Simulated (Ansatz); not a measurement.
# Sr2CoHgO6: two electronic states of one cell

Aim: solve Sr2CoHgO6 (a borrowed structure type, volume estimated) from each of its saved states, at one geometry and mesh, and see which is lowest and how they differ.

Program: Ansatz 0.2.0. Level of theory: DFT, PBE, plane waves, PAW. These are calculated values, not measurements.

### 1 Geometry

It takes space group I4/m (No. 87, tetragonal). The conventional cell has a = 5.629 Å, b = 5.629 Å, c = 8.078 Å, α = 90.00°, β = 90.00°, γ = 90.00°. Around Hg (site symmetry 4/m) lie 6 O at 1.94 to 1.96 Å. O (site symmetry 4) has 1 Hg at 1.96 Å and 1 Co at 2.08 Å and 4 Sr at 2.82 Å as nearest neighbours. Around O (site symmetry m) lie 1 Hg at 1.94 Å and 1 Co at 2.08 Å and 2 Sr at 2.65 Å. Sr (site symmetry -4) has 12 O at 2.65 to 3.04 Å as nearest neighbours. Co (site symmetry 4/m) has 6 O at 2.08 Å as nearest neighbours.

As a file:

```xyz
10
Lattice="0.0000 5.6290 0.0000 5.6290 0.0000 0.0000 2.8145 2.8145 -4.0389" Properties=species:S:1:pos:R:3 pbc="T T T"
Hg    2.8145    2.8145    0.0000
O     2.8145    2.8145   -1.9629
O     5.6290    5.6290   -2.0760
O     1.6515    1.2598    0.0000
O     4.3692    1.6515    0.0000
O     3.9774    4.3692    0.0000
O     1.2598    3.9774    0.0000
Sr    2.8145    5.6290   -2.0194
Sr    5.6290    2.8145   -2.0194
Co    0.0000    0.0000    0.0000
```

The states: A, Co10 up (collinear spin); B, no atom with a moment over 0.3 μB (no spin polarisation). Each run reads its own saved solution as saved_state.

### 2 Run from state A

The input, input.yaml:

```yaml
crystal:
  lattice:
    - [0.0, 5.62897, 0.0]
    - [5.62897, 0.0, 0.0]
    - [2.814485, 2.814485, -4.038863]
  atoms:
    - { symbol: Hg, position: [0.5, 0.5, 0.0] }
    - { symbol: O, position: [0.257, 0.257, 0.486] }
    - { symbol: O, position: [0.743, 0.743, 0.514] }
    - { symbol: O, position: [0.2238, 0.2934, 0.0] }
    - { symbol: O, position: [0.2934, 0.7762, 0.0] }
    - { symbol: O, position: [0.7762, 0.7066, 0.0] }
    - { symbol: O, position: [0.7066, 0.2238, 0.0] }
    - { symbol: Sr, position: [0.75, 0.25, 0.5] }
    - { symbol: Sr, position: [0.25, 0.75, 0.5] }
    - { symbol: Co, position: [0.0, 0.0, 0.0], spin: 3.0 }
  symmetry: { detect: false, time_reversal: true }
kpoints:
  mp_grid: { grid: [5, 5, 5], shift: [0, 0, 0] }
  band_path:
    path:
      - [0.0, 0.0, 0.0]
      - [0.5, 0.5, 0.5]
      - [0.5, 0.5, 0.75]
      - [0.5, 0.0, 0.5]
      - [0.0, 0.0, 0.0]
      - [0.0, 0.0, 0.5]
      - [0.25719947, 0.0, 0.62859973]
      - [0.74280053, 0.0, 0.37140027]
      - [0.0, 0.0, 0.0]
      - [0.5, 0.5, 0.5]
      - [0.74280053, 0.25719947, 0.5]
    npoints: 6
magnetization:
  spin_polarized: true
scf:
  occupations: { method: fermi_dirac }
  lower_state_search: "off"
  max_iter: 200
hamiltonian:
  pseudopotentials: { kind: paw }
  xc: pbe
basis:
  ecutwfc: 420
  fft_grid_basis: typed
output:
  forces: true
  stress: true
  eigenvalues: true
  bader: true
  populations: true
  elf: true
  write_potential: true
  volumetric_format: npy
  dos:
    e_range: [-12, 8]
    de: 0.05
    projected: { site_lists: { Co: [Co], Hg: [Hg], O: [O], Sr: [Sr] } }
checkpoint:
  read: saved_state
```

Log, cut to the lines that bear on the results:

```text
Warning: checkpoint.read: basis.xc_grid differs: saved 1, current 2 (points along each axis for each point of the dense box; where the key is left out runs that use forces, runs that use the stress, dielectric runs by a finite field, finite-displacement phonons, runs of [...]
Warning: RAYON_NUM_THREADS=2 ignored (pool sized by the plan → 2); use --threads N
[...]
Pseudopotentials: kind: paw
Pseudopotential: Hg, paw, valence charge 20, recommended cutoff 420 eV (normal), Hg.paw.azcp
Pseudopotential: O, paw, valence charge 6, recommended cutoff 420 eV (normal), O.paw.azcp
Pseudopotential: Sr, paw, valence charge 10, recommended cutoff 420 eV (normal), Sr.paw.azcp
Pseudopotential: Co, paw, valence charge 17, recommended cutoff 420 eV (normal), Co.paw.azcp
Functional definition: PBE
[...]
Crystal: 10 atoms, lattice volume = 127.973 Å³
Basis set: ecut = 420 eV, 2493 PW (Γ), exchange–correlation on 80×80×80 points (8 copies of the dense FFT grid, shifted against one another)
Bands: 58, of which v1, the nominal top of the filled ones, is band 47 counted from 1 (46 counted from 0)
Symmetry: 1 space group operations
k-points: 63 of 125 (time reversal used)
[...]
Starting moments: Σ|m| = 3 μB on 1 of 10 sites; this step starts from the density that it was given
[...]
SCF iter   1: F=—  HF=-29428.575408 eV  |F-HF|=—  |Δ(HF+E_count)|=         —  Δρ=9.62e-3 (↑9.62e-3 ↓8.71e-3)  dr2=2.69e-2  dr2_m=9.33e-3  M=3.049 μB ∫|m|=3.259 μB  β_m=1.00  ethr=3.51e-5  ⟨swp⟩=2.5  Hψ=44482  notcnv=0
[...]
--- Forces (eV/Å), atoms counted from 1 ---
  atom   1  Hg     0.00000273    -0.00000179     0.00000578
  atom   2  O      0.00004876     0.00002976    -3.43825622
  atom   3  O     -0.00004938    -0.00002912     3.43824720
  atom   4  O     -2.11711542    -2.78389390     0.00001612
  atom   5  O      2.78391679    -2.11696422    -0.00003749
  atom   6  O      2.11711542     2.78389611    -0.00001782
  atom   7  O     -2.78392225     2.11696553     0.00003579
  atom   8  Sr    -0.00000359     0.00000002     0.00005222
[...]
--- Stress (GPa, compression-positive) ---
        7.956486      -0.000078       0.000090
       -0.000097       7.957285       0.000119
        0.000083       0.000086       7.631221
  P = ⅓ Tr σ = 7.8483 GPa (78.483 kbar)
--- Band table (eV; the first three rows and the last of 126) ---
[...]
--- Löwdin populations: 10 sites ---
  site symbol       q [e]    m [muB]
     0     Hg     17.8083    -0.0525
     1      O      7.0028     0.1090
     2      O      7.0028     0.1090
     3      O      6.9949     0.1109
     4      O      6.9949     0.1109
     5      O      6.9949     0.1109
     6      O      6.9948     0.1109
     7     Sr      8.3250     0.0020
     8     Sr      8.3250     0.0020
     9     Co     15.7106     2.4343
  spilling = 0.009097 (of n_electrons = 93.000000)
--- Bader charges: 10 sites ---
  site symbol  charge [e]  shift [e]    m [muB]
     0     Hg      1.7323     0.0151    -0.0412
     1      O     -1.0755     0.0015     0.0934
     2      O     -1.0755     0.0015     0.0934
     3      O     -1.0615     0.0022     0.0957
     4      O     -1.0615     0.0022     0.0957
     5      O     -1.0615     0.0022     0.0957
     6      O     -1.0615     0.0022     0.0957
     7     Sr      1.6075     0.0000     0.0027
     8     Sr      1.6075     0.0000     0.0027
     9     Co      1.4497     0.0031     2.5158
  estimated error of the sums over rays = 6.4e-4 e
```

Wall time 2.3 min (2 threads of an x86-64 CPU, shared host); peak memory 1 GiB.

### 3 State A: levels and charges

Counts of states in windows (eV from the Fermi level; tetrahedra), total and projected:

| from | to | total | up | down | Co d | Hg d | O p |
| --- | --- | --- | --- | --- | --- | --- | --- |
| -8.0 | -7.0 | 0.18 | 0.11 | 0.07 | 0.00 | 0.00 | 0.12 |
| -7.0 | -6.0 | 1.82 | 0.89 | 0.93 | 0.13 | 0.02 | 1.22 |
| -6.0 | -5.0 | 0.95 | 0.77 | 0.17 | 0.15 | 0.01 | 0.70 |
| -5.0 | -4.0 | 6.05 | 3.33 | 2.72 | 1.48 | 0.04 | 4.22 |
| -4.0 | -3.0 | 3.44 | 1.90 | 1.54 | 1.36 | 0.10 | 1.79 |
| -3.0 | -2.0 | 7.54 | 4.13 | 3.41 | 1.27 | 0.23 | 5.53 |
| -2.0 | -1.0 | 14.88 | 8.24 | 6.62 | 1.31 | 0.60 | 12.33 |
| -1.0 | 0.0 | 3.85 | 1.61 | 2.24 | 1.14 | 0.18 | 2.39 |
| 0.0 | 1.0 | 4.05 | 0.73 | 3.32 | 2.01 | 0.33 | 1.52 |
| 1.0 | 2.0 | 2.10 | 1.07 | 1.03 | 0.58 | 0.29 | 1.12 |
| 2.0 | 3.0 | 1.16 | 0.20 | 0.96 | 0.35 | 0.14 | 0.63 |
| 3.0 | 4.0 | 0.00 | 0.00 | 0.00 | 0.00 | 0.00 | 0.00 |
| 4.0 | 5.0 | 0.04 | 0.03 | 0.01 | 0.00 | 0.00 | 0.00 |

Gathered by element (positive charge: electrons given up): Löwdin charges also hold the electrons that the projection spills.

| element | atoms | Bader charge (e) | Bader volume (Å³) | Löwdin charge (e) | Bader moment, size (μB) |
| --- | --- | --- | --- | --- | --- |
| Hg | 1 | +1.73 | 11.0 | +2.19 | 0.04 |
| O | 6 | -1.08 to -1.06 | 12.5 to 12.7 | -1.00 | 0.09 to 0.10 |
| Sr | 2 | +1.61 | 16.4 | +1.67 | 0.00 |
| Co | 1 | +1.45 | 8.8 | +1.29 | 2.52 |

The Löwdin projection spills 0.9 % of the electrons and depends on the orbitals chosen; where it disagrees with Bader's partition, neither is an observable.

The main site moments: Co10 up.

### 4 State B: the run

input.yaml, as its differences from that of step 2:

```diff
@@ -15,22 +15,7 @@
     - { symbol: Sr, position: [0.25, 0.75, 0.5] }
-    - { symbol: Co, position: [0.0, 0.0, 0.0], spin: 3.0 }
-  symmetry: { detect: false, time_reversal: true }
+    - { symbol: Co, position: [0.0, 0.0, 0.0] }
 kpoints:
   mp_grid: { grid: [5, 5, 5], shift: [0, 0, 0] }
-  band_path:
-    path:
-      - [0.0, 0.0, 0.0]
-      - [0.5, 0.5, 0.5]
-      - [0.5, 0.5, 0.75]
-      - [0.5, 0.0, 0.5]
-      - [0.0, 0.0, 0.0]
-      - [0.0, 0.0, 0.5]
-      - [0.25719947, 0.0, 0.62859973]
-      - [0.74280053, 0.0, 0.37140027]
-      - [0.0, 0.0, 0.0]
-      - [0.5, 0.5, 0.5]
-      - [0.74280053, 0.25719947, 0.5]
-    npoints: 6
 magnetization:
-  spin_polarized: true
+  spin_polarized: false
 scf:
```

Log, cut to the lines that bear on the results:

```text
Warning: checkpoint.read: basis.xc_grid differs: saved 1, current 2 (points along each axis for each point of the dense box; where the key is left out runs that use forces, runs that use the stress, dielectric runs by a finite field, finite-displacement phonons, runs of [...]
Warning: RAYON_NUM_THREADS=2 ignored (pool sized by the plan → 2); use --threads N
[...]
Pseudopotentials: kind: paw
Pseudopotential: Hg, paw, valence charge 20, recommended cutoff 420 eV (normal), Hg.paw.azcp
Pseudopotential: O, paw, valence charge 6, recommended cutoff 420 eV (normal), O.paw.azcp
Pseudopotential: Sr, paw, valence charge 10, recommended cutoff 420 eV (normal), Sr.paw.azcp
Pseudopotential: Co, paw, valence charge 17, recommended cutoff 420 eV (normal), Co.paw.azcp
Functional definition: PBE
[...]
Crystal: 10 atoms, lattice volume = 127.973 Å³
Basis set: ecut = 420 eV, 2493 PW (Γ), exchange–correlation on 80×80×80 points (8 copies of the dense FFT grid, shifted against one another)
[...]
  atom   7  O     -3.12133068     2.42775077     0.00000000
  atom   8  Sr     0.00000000     0.00000000     0.00000000
[...]
--- Stress (GPa, compression-positive) ---
        6.072565       0.000000       0.000000
       -0.000000       6.072565       0.000000
        0.000000       0.000000       6.827599
  P = ⅓ Tr σ = 6.3242 GPa (63.242 kbar)
--- Band table (eV; the first three rows and the last of 21) ---
[...]
--- Löwdin populations: 10 sites ---
  site symbol       q [e]
     0     Hg     17.8201
     1      O      6.9811
     2      O      6.9811
     3      O      6.9648
     4      O      6.9648
     5      O      6.9648
     6      O      6.9648
     7     Sr      8.3238
     8     Sr      8.3238
     9     Co     15.8935
  spilling = 0.008789 (of n_electrons = 93.000000)
--- Bader charges: 10 sites ---
  site symbol  charge [e]  shift [e]
     0     Hg      1.7249     0.0147
     1      O     -1.0569     0.0015
     2      O     -1.0569     0.0015
     3      O     -1.0369     0.0022
     4      O     -1.0369     0.0022
     5      O     -1.0369     0.0022
     6      O     -1.0369     0.0022
     7     Sr      1.6089     0.0000
     8     Sr      1.6089     0.0000
     9     Co      1.3188     0.0030
  estimated error of the sums over rays = 6.7e-4 e
```

Wall time 39 s (2 threads of an x86-64 CPU, shared host); peak memory 0.57 GiB.

### 5 State B: levels and charges

Counts of states in windows (eV from the Fermi level; tetrahedra), total and projected:

| from | to | total | Co d | Hg d | O p |
| --- | --- | --- | --- | --- | --- |
| -8.0 | -7.0 | 0.04 | 0.00 | 0.00 | 0.03 |
| -7.0 | -6.0 | 1.96 | 0.10 | 0.02 | 1.34 |
| -6.0 | -5.0 | 0.05 | 0.00 | 0.00 | 0.04 |
| -5.0 | -4.0 | 5.31 | 0.53 | 0.02 | 4.41 |
| -4.0 | -3.0 | 2.94 | 0.52 | 0.09 | 2.09 |
| -3.0 | -2.0 | 6.52 | 1.21 | 0.17 | 4.75 |
| -2.0 | -1.0 | 13.27 | 0.79 | 0.59 | 11.35 |
| -1.0 | 0.0 | 8.95 | 4.19 | 0.30 | 4.16 |
| 0.0 | 1.0 | 3.14 | 1.38 | 0.24 | 1.36 |
| 1.0 | 2.0 | 2.06 | 0.64 | 0.26 | 1.03 |
| 2.0 | 3.0 | 1.79 | 0.45 | 0.25 | 1.04 |
| 3.0 | 4.0 | 0.00 | 0.00 | 0.00 | 0.00 |
| 4.0 | 5.0 | 0.01 | 0.00 | 0.00 | 0.00 |

By element, from the tables in the log (a charge is positive for electrons lost): Löwdin charges also hold the electrons that the projection spills.

| element | atoms | Bader charge (e) | Bader volume (Å³) | Löwdin charge (e) |
| --- | --- | --- | --- | --- |
| Hg | 1 | +1.72 | 11.0 | +2.18 |
| O | 6 | -1.06 to -1.04 | 12.4 to 12.7 | -0.98 to -0.96 |
| Sr | 2 | +1.61 | 16.4 | +1.68 |
| Co | 1 | +1.32 | 9.1 | +1.11 |

The Löwdin projection spills 0.9 % of the electrons and depends on the orbitals chosen; where it disagrees with Bader's partition, neither is an observable.

### 6 Comparison

| state | free energy (meV/atom) | largest site moment (μB) | size of the net moment (μB/cell) | gap (eV) | pressure (GPa) | largest force (eV/Å) | SCF cycles |
| --- | --- | --- | --- | --- | --- | --- | --- |
| A | 0.0 | 2.42 | 3.05 | metal | 7.8 | 3.50 | 21 |
| B | 57.2 | – | – | metal | 6.3 | 3.95 | 8 |

What this shows: State A wins by 57.2 meV per atom over B. The atoms are far from rest (forces to 4.0 eV/Å), so order and character hold for this geometry alone. At the same volume their pressures differ by 1.5 GPa, the state with the larger moments having the higher pressure, so it wants the larger volume. Not all runs allow spin: where it is off, the gap in energy is mostly the cost of forbidding moments, not two ends of one search.

Limits of this run: an odd count of electrons without spin polarisation forces a partly filled band; a 3d oxide or halide that comes out metallic without a U or exact exchange, which may be an insulator in nature; the k mesh is coarse for a cell without a gap.
